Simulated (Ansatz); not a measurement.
**A point defect in ZnS: Na interstitial**

A defect calculation: Na interstitial in ZnS, supercell of 32 sites, in the charges +1, 0.

Computed with Ansatz 0.2.0 (DFT PBE, scalar-relativistic, plane waves, PAW, unless a step's input says otherwise).

2 further runs of the same task are left out: 2 set aside as unsound or not needed.

**1. The starting structure**

It takes space group P6_3mc (No. 186, hexagonal). The conventional cell has a = 3.846 Å, b = 3.846 Å, c = 12.589 Å, α = 90.00°, β = 90.00°, γ = 120.00°. Zn (site symmetry 3m) has 4 S at 2.36 Å as nearest neighbours. S (site symmetry 3m) has 4 Zn at 2.36 Å as nearest neighbours.

Structure file:

```xyz
8
Lattice="3.8462 0.0000 0.0000 -1.9231 3.3309 0.0000 0.0000 0.0000 12.5887" Properties=species:S:1:pos:R:3 pbc="T T T"
Zn    1.9231    1.1103    9.4420
Zn    0.0000    2.2206    3.1477
Zn    0.0000    0.0000    6.2954
Zn    0.0000    0.0000    0.0011
S     1.9231    1.1103   11.8033
S     0.0000    2.2206    5.5090
S     0.0000    0.0000    8.6517
S     0.0000    0.0000    2.3574
```

It goes back to an entry of the Materials Project.

It is the result of an earlier relaxation at this level (volume 20.16 Å³/atom; gap on the mesh: 2.05 eV).

The host's static dielectric tensor, from an earlier linear-response run, has a mean of 9.29.

The perfect supercell (rows 2 2 0; 0 -2 0; 0 0 -1 in vectors of this cell) was computed beforehand with the same settings: E(σ→0) = -67563.3432 eV for 32 atoms, gap 2.04 eV on its own mesh.

**2. Making the defect**

The extra atom is put at (0.125, 0.812, 0.385) of the supercell, the middle of a void of radius 2.26 Å. A small random displacement (spread 0.06 Å) lets the symmetry of the site break. Its neighbours are 1 S at 2.25 Å, 2 S at 2.28 Å, 2 Zn at 2.55 Å, 1 Zn at 2.58 Å, 1 S at 2.66 Å.

**3. Relaxing the defect, charge 0**

input.yaml

```yaml
crystal:
  lattice:
    - [3.8461551848, 6.6617361937, 0.0]
    - [3.8461551847, -6.6617361938, 0.0]
    - [0.0, 0.0, -12.5886853824]
  atoms:
    - { symbol: Zn, position: [0.3333333333, 0.6666666667, 0.2499616464] }
    - { symbol: Zn, position: [0.3333333333, 0.1666666667, 0.2499616464] }
    - { symbol: Zn, position: [0.8296796044, 0.6656327633, 0.250230431], spin: 0.125 }
    - { symbol: Zn, position: [0.8333333333, 0.1666666667, 0.2499616464] }
    - { symbol: Zn, position: [0.1666666667, 0.3333333333, 0.7499616464] }
    - { symbol: Zn, position: [0.1666666667, 0.8333333333, 0.7499616464] }
    - { symbol: Zn, position: [0.6666666667, 0.3333333333, 0.7499616464] }
    - { symbol: Zn, position: [0.6666666667, 0.8333333333, 0.7499616464] }
    - { symbol: Zn, position: [0.5, 0.0, 0.4999144919] }
    - { symbol: Zn, position: [0.5, 0.5, 0.4999144919] }
    - { symbol: Zn, position: [0.0043096113, 0.0052372186, 0.4990602664], spin: 0.125 }
    - { symbol: Zn, position: [0.0084287071, 0.5005949648, 0.4896799816], spin: 0.125 }
    - { symbol: Zn, position: [0.5, 0.5, 0.9999144919] }
    - { symbol: Zn, position: [0.5, 0.0, 0.9999144919] }
    - { symbol: Zn, position: [0.0, 0.5, 0.9999144919] }
    - { symbol: Zn, position: [0.0, 0.0, 0.9999144919] }
    - { symbol: S, position: [0.3333333333, 0.6666666667, 0.0623885066] }
    - { symbol: S, position: [0.3333333333, 0.1666666667, 0.0623885066] }
    - { symbol: S, position: [0.8333333333, 0.6666666667, 0.0623885066] }
    - { symbol: S, position: [0.8333333333, 0.1666666667, 0.0623885066] }
    - { symbol: S, position: [0.1666666667, 0.3333333333, 0.5623885066] }
    - { symbol: S, position: [0.1508578363, 0.8328291055, 0.5611946335], spin: 0.125 }
    - { symbol: S, position: [0.6666666667, 0.3333333333, 0.5623885066] }
    - { symbol: S, position: [0.6666666667, 0.8333333333, 0.5623885066] }
    - { symbol: S, position: [0.005013119, 0.5030473896, 0.3176851761], spin: 0.125 }
    - { symbol: S, position: [0.0241380774, 1.0020232612, 0.3148817621], spin: 0.125 }
    - { symbol: S, position: [0.5, 0.5, 0.3127363551] }
    - { symbol: S, position: [0.4925032, -0.0005357412, 0.3099906417], spin: 0.125 }
    - { symbol: S, position: [0.5, 0.5, 0.8127363551] }
    - { symbol: S, position: [0.5, 0.0, 0.8127363551] }
    - { symbol: S, position: [0.0, 0.5, 0.8127363551] }
    - { symbol: S, position: [0.0, 0.0, 0.8127363551] }
    - { symbol: Na, position: [0.1211858176, 0.8237523953, 0.389189509], spin: 0.125 }
  host:
    lattice:
      - [3.8461551847, 0.0, 0.0]
      - [-1.9230775923, 3.3308680969, 0.0]
      - [0.0, 0.0, 12.5886853824]
    atoms:
      - { symbol: Zn, position: [0.6666666667, 0.3333333333, 0.7500383536] }
      - { symbol: Zn, position: [0.3333333333, 0.6666666667, 0.2500383536] }
      - { symbol: Zn, position: [0.0, 0.0, 0.5000855081] }
      - { symbol: Zn, position: [0.0, 0.0, 8.55081e-05] }
      - { symbol: S, position: [0.6666666667, 0.3333333333, 0.9376114934] }
      - { symbol: S, position: [0.3333333333, 0.6666666667, 0.4376114934] }
      - { symbol: S, position: [0.0, 0.0, 0.6872636449] }
      - { symbol: S, position: [0.0, 0.0, 0.1872636449] }
basis:
  ecutwfc: 420
  xc_grid: 2
kpoints:
  mp_grid: { grid: [2, 2, 2], shift: [0.0, 0.0, 0.0] }
hamiltonian:
  xc: pbe
scf:
  occupations: { method: gaussian, width: 0.01 }
output:
  forces: true
  stress: false
  eigenvalues: true
  populations: true
  charged_corrections:
    defect_position: [0.125, 0.8125, 0.38461538]
    epsilon: [[9.1888, 0.0, 0.0], [0.0, 9.1888, 0.0], [0.0, 0.0, 9.4861]]
magnetization:
  spin_polarized: true
relax:
  adjacent_minimum: "off"
  f_tol: 0.025
  max_steps: 45
```

Launch:

```console
ansatz run input.yaml --threads 4 --pin off --max-ram 10240MiB --backend cpu --events-out ev --progress --plain --runs-dir out
```

The log of the run (excerpt; [...] marks lines left out):

```text
Warning: RAYON_NUM_THREADS=4 ignored (pool sized by the plan → 4); use --threads N
[...]
Pseudopotentials: kind: paw
Pseudopotential: Zn, paw, valence charge 12, recommended cutoff 420 eV (normal), Zn.paw.azcp
Pseudopotential: S, paw, valence charge 6, recommended cutoff 420 eV (normal), S.paw.azcp
Pseudopotential: Na, paw, valence charge 9, recommended cutoff 420 eV (normal), Na.paw.azcp
Functional definition: PBE
[...]
Crystal: 33 atoms, lattice volume = 645.096 Å³
Basis set: ecut = 420 eV, 12517 PW (Γ), exchange–correlation on 108×108×180 points (8 copies of the dense FFT grid, shifted against one another)
Bands: 182, of which v1, the nominal top of the filled ones, is band 149 counted from 1 (148 counted from 0)
Symmetry: 1 space group operations
Space group: P1 (ITA 1), of the structure as read, at distance tolerance 8.6e-5 Å
Magnetic group: BNS 1.1 (UNI 1), of the structure as read, at distance tolerance 8.6e-5 Å
k-points: 8
[...]
Starting moments: Σ|m| = 1 μB on 8 of 33 sites
[...]
SCF iter   1: F=—  HF=-69049.040724 eV  |F-HF|=—  |Δ(HF+E_count)|=         —  Δρ=2.29e-2 (↑1.94e-2 ↓2.29e-2)  dr2=1.39e1  dr2_m=1.27e-1  M=0.033 μB ∫|m|=0.100 μB  β_m=0.30  ethr=3.10e-3  ⟨swp⟩=6.0  Hψ=12190  notcnv=0  defer=158
[...]
spin=Collinear: Resta preconditioning applied to the charge; magnetization (m = ρ↑ − ρ↓) channel mixes plain (no charge-response kernel on spin).
[...]
spin-set hold released at iteration 7 (site moments contracting): the magnetisation degrees of freedom join the quasi-Newton model from the next iteration; the mixer history was flushed
[...]
WARN: the starting moments were not kept: the SCF closed with an absolute magnetisation of 2.4e-4 μB, where they sum to 1 μB in size (8 sites). That is at most 0.1 of that sum. Measured as dr2_m measures the in/out step, that magnetisation stands 9.7e-10 eV from none, at or under the [...]
relax step   1: F+E_penalty+E_count = -69045.47646068 eV  Δ(F+E_penalty+E_count) = +0.000e0 eV  max|allowed force component| = 5.172e0 eV/Å  Δτ_max = 0.0000 Å  (11 SCF iters, dr2 threshold 1.56e-5 eV, accepted)
[...]
Starting moments: Σ|m| = 1 μB on 8 of 33 sites; this step starts from the density that it was given
[...]
spin=Collinear: Resta preconditioning applied to the charge; magnetization (m = ρ↑ − ρ↓) channel mixes plain (no charge-response kernel on spin).
SCF iter   2: F=—  HF=-69047.049274 eV  |F-HF|=—  |Δ(HF+E_count)|=   1.92e-2  Δρ=2.17e-3 (↑1.66e-3 ↓2.17e-3)  dr2=6.34e-2  dr2_m=2.45e-3  M=0.000 μB ∫|m|=0.015 μB  β_m=0.60  ethr=4.54e-5  ⟨swp⟩=2.0  Hψ=2564  notcnv=0  defer=442
```

**4. The log goes on: Na interstitial, charge +0, atoms relaxed at the host's cell**

The log, continued (excerpt; [...] marks lines left out):

```text
SCF iter   3: F=—  HF=-69047.036045 eV  |F-HF|=—  |Δ(HF+E_count)|=   1.32e-2  Δρ=5.91e-4 (↑5.70e-4 ↓5.91e-4)  dr2=6.48e-3  dr2_m=2.91e-5  M=0.000 μB ∫|m|=0.004 μB  β_m=0.52  ethr=2.14e-5  ⟨swp⟩=3.0  Hψ=4987  notcnv=0  defer=442
[...]
relax step   2: F+E_penalty+E_count = -69047.03358645 eV  Δ(F+E_penalty+E_count) = -1.557e0 eV  max|allowed force component| = 1.929e0 eV/Å  Δτ_max = 0.1699 Å  (6 SCF iters, dr2 threshold 1.00e-4 eV, accepted)
[...]
relax step   4: F+E_penalty+E_count = -69047.64858748 eV  Δ(F+E_penalty+E_count) = -3.716e-2 eV  max|allowed force component| = 2.309e-2 eV/Å  Δτ_max = 0.0645 Å  (6 SCF iters, dr2 threshold 8.50e-6 eV, accepted)
[...]
relax step   5: F+E_penalty+E_count = -69047.64858823 eV  Δ(F+E_penalty+E_count) = -7.537e-7 eV  max|allowed force component| = 2.295e-2 eV/Å  Δτ_max = 0.0000 Å  (4 SCF iters, accepted)
SCF converged after 4 iterations
Magnetization: 0.0000 μB (148.5000 up, 148.5000 down)
Absolute magnetization: 0.0000 μB (∫|ρ↑−ρ↓|, with the PAW one-centre terms)
Spin contamination: 0.0000 ħ² per cell (⟨S²⟩ above its minimum at these occupations)
[...]
Free energy (F): -69047.648588 eV
[...]
E sigma→0 (E₀):  -69047.648588 eV
Fermi energy:    8.840343 eV
[...]
--- Forces (eV/Å), atoms counted from 1 ---
  atom   1  Zn    -0.00365815     0.00437013     0.00090164
  atom   2  Zn    -0.00028126    -0.00131545    -0.00465330
  atom   3  Zn    -0.00349683    -0.00261838     0.00047440
  atom   4  Zn     0.00494808    -0.00403929    -0.00629728
  atom   5  Zn     0.00075298     0.00066456    -0.00238071
  atom   6  Zn     0.00422119     0.00297860    -0.00340363
  atom   7  Zn    -0.00282296    -0.00117190    -0.00119544
  atom   8  Zn    -0.00305709    -0.00295455     0.00077529
[...]
--- Band table (eV; the first three rows and the last of 16) ---
[...]
```

**5. More of the same log: Na interstitial, charge +0, atoms relaxed at the host's cell**

The log, continued (excerpt; [...] marks lines left out):

```text
[...]
--- Relaxed structure (5 steps of the walk, 5 accepted, 0 SCFs on fresh bases) ---
  F+E_penalty+E_count = -69047.64858823 eV   max|allowed force component| = 2.295e-2 eV/Å
  atoms:
    - { symbol: Zn, position: [0.3381641812332861, 0.662034802686521, 0.24308228670072396] }
    - { symbol: Zn, position: [0.3376236066032817, 0.17747713678916138, 0.2430334389308965] }
    - { symbol: Zn, position: [0.8222313041715611, 0.6618450664457106, 0.24297042191474624] }
    - { symbol: Zn, position: [0.8322297421733655, 0.1664630992253836, 0.24046376904232958] }
    - { symbol: Zn, position: [0.16639163965381204, 0.3336306507230685, 0.7526175401652772] }
    - { symbol: Zn, position: [0.16540194333547747, 0.8329873791738849, 0.759877500786503] }
    - { symbol: Zn, position: [0.6654342232111468, 0.3335703038613882, 0.7527528963357001] }
[...]
     5     Zn     10.7342     0.0000
     6     Zn     10.7446     0.0000
     7     Zn     10.7445     0.0000
     8     Zn     10.7740    -0.0000
     9     Zn     10.7310    -0.0000
    10     Zn     10.7739     0.0000
    11     Zn     10.7721    -0.0000
    12     Zn     10.7407     0.0000
    13     Zn     10.7408     0.0000
    14     Zn     10.7406    -0.0000
    15     Zn     10.7410     0.0000
    16      S      7.0853    -0.0000
    17      S      7.0851     0.0000
    18      S      7.0853     0.0000
    19      S      7.0821    -0.0000
    20      S      7.0794     0.0000
    21      S      7.0866    -0.0000
    22      S      7.0794     0.0000
    23      S      7.0796     0.0000
    24      S      7.0917    -0.0000
    25      S      7.0921    -0.0000
    26      S      7.0783    -0.0000
    27      S      7.0921    -0.0000
    28      S      7.0866     0.0000
    29      S      7.0849     0.0000
    30      S      7.0846     0.0000
    31      S      7.0848     0.0000
    32     Na      8.4419     0.0000
  spilling = 0.010701 (of n_electrons = 297.000000)
```

It took 5.9 min on 4 threads of Intel Xeon at 2.50GHz (Skylake/Cascade Lake), shared host; peak memory 3.4 GiB.

Relaxation path:

| step | energy from step 1 (eV/cell) | largest force component (eV/Å) |
| --- | --- | --- |
| 1 | 0.0000 | 5.1722 |
| 2 | -1.5571 | 1.9287 |
| 3 | -2.1350 | 0.3688 |
| 4 | -2.1721 | 0.0231 |
| 5 | -2.1721 | 0.0230 |

Step 1 is the start. Step 5 solves the same geometry again.

The atom that moved most is Na33, by 0.35 Å.

**6. Relaxing the defect, charge +1**

The start is the relaxed geometry of the nearest charge, nudged a little.

input.yaml

```yaml
crystal:
  lattice:
    - [3.8461551848, 6.6617361937, 0.0]
    - [3.8461551847, -6.6617361938, 0.0]
    - [0.0, 0.0, -12.5886853824]
  atoms:
    - { symbol: Zn, position: [0.3381641812, 0.6620348027, 0.2430822867] }
    - { symbol: Zn, position: [0.3376236066, 0.1774771368, 0.2430334389] }
    - { symbol: Zn, position: [0.8211351855, 0.6615348954, 0.2430510573] }
    - { symbol: Zn, position: [0.8322297422, 0.1664630992, 0.240463769] }
    - { symbol: Zn, position: [0.1663916397, 0.3336306507, 0.7526175402] }
    - { symbol: Zn, position: [0.1654019433, 0.8329873792, 0.7598775008] }
    - { symbol: Zn, position: [0.6654342232, 0.3335703039, 0.7527528963] }
    - { symbol: Zn, position: [0.665357399, 0.8325101637, 0.7527811049] }
    - { symbol: Zn, position: [0.5112049197, 0.0059104371, 0.507902917] }
    - { symbol: Zn, position: [0.4988818408, 0.4997195121, 0.4994875138] }
    - { symbol: Zn, position: [-0.0057817962, 0.0073673376, 0.5077868364] }
    - { symbol: Zn, position: [-0.0052230565, 0.4868714201, 0.503829758] }
    - { symbol: Zn, position: [0.4993858724, 0.5001761284, 0.9970514425] }
    - { symbol: Zn, position: [0.4987386108, -7.17305e-05, 0.998922825] }
    - { symbol: Zn, position: [-0.0005617885, 0.500399588, 0.9989208114] }
    - { symbol: Zn, position: [-0.0004458257, 0.0002011157, 0.9988979574] }
    - { symbol: S, position: [0.3329610247, 0.6664697769, 0.0592541131] }
    - { symbol: S, position: [0.3329421373, 0.1675290477, 0.0592468207] }
    - { symbol: S, position: [0.8319884623, 0.6665441739, 0.0591339276] }
    - { symbol: S, position: [0.8323745166, 0.1667158684, 0.0579834341] }
    - { symbol: S, position: [0.16952586, 0.3352387392, 0.5648052564] }
    - { symbol: S, position: [0.1606159126, 0.8323024117, 0.5720176452] }
    - { symbol: S, position: [0.663650432, 0.3351609833, 0.5649130821] }
    - { symbol: S, position: [0.6636408303, 0.8291679297, 0.5649224657] }
    - { symbol: S, position: [-0.0055903084, 0.4882934171, 0.3119393543] }
    - { symbol: S, position: [-9.86022e-05, 1.0072268192, 0.3114622617] }
    - { symbol: S, position: [0.4993711783, 0.5003226638, 0.3131980594] }
    - { symbol: S, position: [0.5095731532, 0.0065233599, 0.3099284787] }
    - { symbol: S, position: [0.499015522, 0.4998430903, 0.812097759] }
    - { symbol: S, position: [0.5005147111, 0.0006272083, 0.8134342368] }
    - { symbol: S, position: [-0.0018315894, 0.4981244663, 0.8135635691] }
    - { symbol: S, position: [-0.0017999258, 0.0007499485, 0.8134270697] }
    - { symbol: Na, position: [0.1646607527, 0.83698362, 0.3788176545] }
  host:
    lattice:
      - [3.8461551847, 0.0, 0.0]
      - [-1.9230775923, 3.3308680969, 0.0]
      - [0.0, 0.0, 12.5886853824]
    atoms:
      - { symbol: Zn, position: [0.6666666667, 0.3333333333, 0.7500383536] }
      - { symbol: Zn, position: [0.3333333333, 0.6666666667, 0.2500383536] }
      - { symbol: Zn, position: [0.0, 0.0, 0.5000855081] }
      - { symbol: Zn, position: [0.0, 0.0, 8.55081e-05] }
      - { symbol: S, position: [0.6666666667, 0.3333333333, 0.9376114934] }
      - { symbol: S, position: [0.3333333333, 0.6666666667, 0.4376114934] }
      - { symbol: S, position: [0.0, 0.0, 0.6872636449] }
      - { symbol: S, position: [0.0, 0.0, 0.1872636449] }
total_charge: 1
basis:
  ecutwfc: 420
  xc_grid: 2
kpoints:
  mp_grid: { grid: [2, 2, 2], shift: [0.0, 0.0, 0.0] }
hamiltonian:
  xc: pbe
scf:
  occupations: { method: gaussian, width: 0.01 }
output:
  forces: true
  stress: false
  eigenvalues: true
  charged_corrections:
    defect_position: [0.125, 0.8125, 0.38461538]
    epsilon: [[9.1888, 0.0, 0.0], [0.0, 9.1888, 0.0], [0.0, 0.0, 9.4861]]
relax:
  adjacent_minimum: "off"
  f_tol: 0.025
  max_steps: 45
```

Launch:

```console
ansatz run input.yaml --threads 4 --pin off --max-ram 10240MiB --backend cpu --events-out ev --progress --plain --runs-dir out
```

The log of the run (excerpt; [...] marks lines left out):

```text
Warning: RAYON_NUM_THREADS=4 ignored (pool sized by the plan → 4); use --threads N
[...]
[... 5 set-up lines as earlier in the session ...]
[...]
Crystal: 33 atoms, lattice volume = 645.096 Å³
Basis set: ecut = 420 eV, 12517 PW (Γ), exchange–correlation on 108×108×180 points (8 copies of the dense FFT grid, shifted against one another)
Bands: 181, of which v1, the nominal top of the filled ones, is band 148 counted from 1 (147 counted from 0)
[... 2 set-up lines as earlier in the session ...]
k-points: 8
[...]
  atom   1  Zn    -0.00405279     0.00062008    -0.00957816
  atom   2  Zn     0.00098739     0.00247583    -0.01026967
  atom   3  Zn    -0.00531644     0.00207830    -0.00712777
  atom   4  Zn     0.00319901    -0.00299193    -0.01615107
  atom   5  Zn     0.00133842     0.00297187     0.00637372
  atom   6  Zn     0.00169210    -0.00210622     0.00666776
  atom   7  Zn    -0.00166492    -0.00254418     0.00578750
  atom   8  Zn    -0.00176583     0.00038707     0.00731518
[...]
--- Charged-cell corrections in eV (Makov–Payne, q = +1.000 e, ε = [9.189, 9.189, 9.486]) ---
  F (periodic)     = -69056.083575  (uncorrected; the corrections below are reported, never added to it)
[...]
  F Makov-Payne    = -69055.856436  (F + E_corr1; no measured alignment; for a localised charge, not one spread in a band: unchecked)
  no potential alignment in this run, which stands beside a crystal: run the host's input off ansatz write-host-input, and read the two finished runs by ansatz place-levels (neither reads a slab, a wire or a sheet, whose cell leaves a vacuum)
--- Band table (eV; the first three rows and the last of 8) ---
```

**7. The log goes on: Na interstitial, charge +1, atoms relaxed at the host's cell**

Output, continued (excerpt; [...] marks lines left out):

```text
[...]
--- Relaxed structure (4 steps of the walk, 4 accepted, 0 SCFs on fresh bases) ---
  F+E_penalty+E_count = -69056.08357484 eV   max|allowed force component| = 1.615e-2 eV/Å
  atoms:
    - { symbol: Zn, position: [0.3386933768719467, 0.6612127539499402, 0.2422224201418315] }
    - { symbol: Zn, position: [0.33820316501261677, 0.17874139739586184, 0.2422130990755071] }
    - { symbol: Zn, position: [0.8206993198237873, 0.6611692632742644, 0.2422515854568063] }
    - { symbol: Zn, position: [0.8323973780050058, 0.1666801548322071, 0.23953342306237946] }
    - { symbol: Zn, position: [0.16662630862098926, 0.3339660984404883, 0.753412016859568] }
    - { symbol: Zn, position: [0.16601428525684986, 0.8334170036522959, 0.75962824197377] }
    - { symbol: Zn, position: [0.6656956147994675, 0.3339420167050837, 0.7534331988917877] }
[...]
    - { symbol: S, position: [0.6640124752171048, 0.3352506556691981, 0.5652580043218921] }
    - { symbol: S, position: [0.6639706523139877, 0.8299490509063738, 0.5652999540371696] }
    - { symbol: S, position: [-0.006667455825688312, 0.48850758925938653, 0.3105829414397773] }
    - { symbol: S, position: [-0.006773562738464689, 1.0059910125017264, 0.3107983500549994] }
    - { symbol: S, position: [0.49913408571893736, 0.5001797681587705, 0.3140989450665105] }
    - { symbol: S, position: [0.5108063111158395, 0.006113260962923139, 0.31072904669399015] }
    - { symbol: S, position: [0.49930833782477624, 0.5002212331791436, 0.8122781837769127] }
    - { symbol: S, position: [0.5007100962776166, 0.0009196386616867891, 0.813286755259027] }
    - { symbol: S, position: [-0.0013985858903707016, 0.4988251470625392, 0.8133585572192829] }
    - { symbol: S, position: [-0.0013053934277121153, 0.0008885370946849824, 0.8131790723364647] }
    - { symbol: Na, position: [0.16585496722172266, 0.833542424741313, 0.37687139000877645] }
```

It took 2.2 min on 4 threads of Intel Xeon at 2.50GHz (Skylake/Cascade Lake), shared host; peak memory 2.9 GiB.

The steps of the relaxation:

| step | energy from step 1 (eV/cell) | largest force component (eV/Å) |
| --- | --- | --- |
| 1 | 0.0000 | 0.5927 |
| 2 | -0.0276 | 0.2366 |
| 3 | -0.0371 | 0.0161 |
| 4 | -0.0371 | 0.0162 |

Step 1 is the start. Step 4 solves the same geometry again.

Largest move: S26, 0.05 Å.

**8. Putting the energies together**

| charge | E(defect cell) - E(host) (eV) | image and alignment correction (eV) | over the neutral state, Fermi level at the valence top (eV) | formation energy (eV) | moment over the host's (μB) | largest move (Å) | neighbours |
| --- | --- | --- | --- | --- | --- | --- | --- |
| +1 | -1492.740 | 0.390 | -2.528 | -0.42 | 0.00 | 0.29 | 3 S at 2.44 Å, 1 S at 2.45 Å, 3 Zn at 2.83 Å, 3 Zn at 2.86 Å |
| 0 | -1484.305 | 0.000 | 0.000 | 2.11 | 0.00 | 0.29 | 3 S at 2.45 Å, 1 S at 2.46 Å, 3 Zn at 2.83 Å, 3 Zn at 2.85 Å |

Atoms are taken from and returned to the elements' standard states: Na -1486.416 eV an atom at this level. Charged cells are corrected for image charges with the static dielectric tensor and aligned with the host's potential at far atoms (ansatz place-levels); the valence top of the host lies at 5.517 eV on the runs' scale, and no band-filling term is added.

| Fermi level (eV) | charge +1 | charge 0 |
| --- | --- | --- |
| 0.00 | -0.42 | 2.11 |
| 0.51 | 0.10 | 2.11 |
| 1.02 | 0.61 | 2.11 |
| 1.54 | 1.12 | 2.11 |
| 2.05 | 1.63 | 2.11 |

**9. What came out**

| quantity | value |
| --- | --- |
| formation energy, neutral | 2.11 eV |
| moment, neutral | 0.00 μB |
| nearest atoms after relaxation, one image of each, neutral | 3 S at 2.45 Å, 1 S at 2.46 Å, 3 Zn at 2.83 Å, 3 Zn at 2.85 Å |
| level (+1/0) above the valence top | 2.53 eV (outside the gap) |

What this shows: Forming the neutral defect takes 2.11 eV with the elements as reservoirs. The neutral defect adds no moment in this cell, where a carrier can spread over band states. Among the charges computed the stable one is +1 at the valence top and stays so across the gap of 2.05 eV. In charge 0 the extra carrier would gain by moving to a band edge of the host at this level and cell size; a small cell and a semilocal functional both favour that, so a real bound level isn't ruled out. Levels are placed in the host's Kohn-Sham gap, which is usually too small at this level and squeezes them. A cell of 32 sites leaves finite-size errors of tenths of an eV, or more where the defect fills or empties host bands. Other minima may exist. Some runs ended without the moments they were started with.
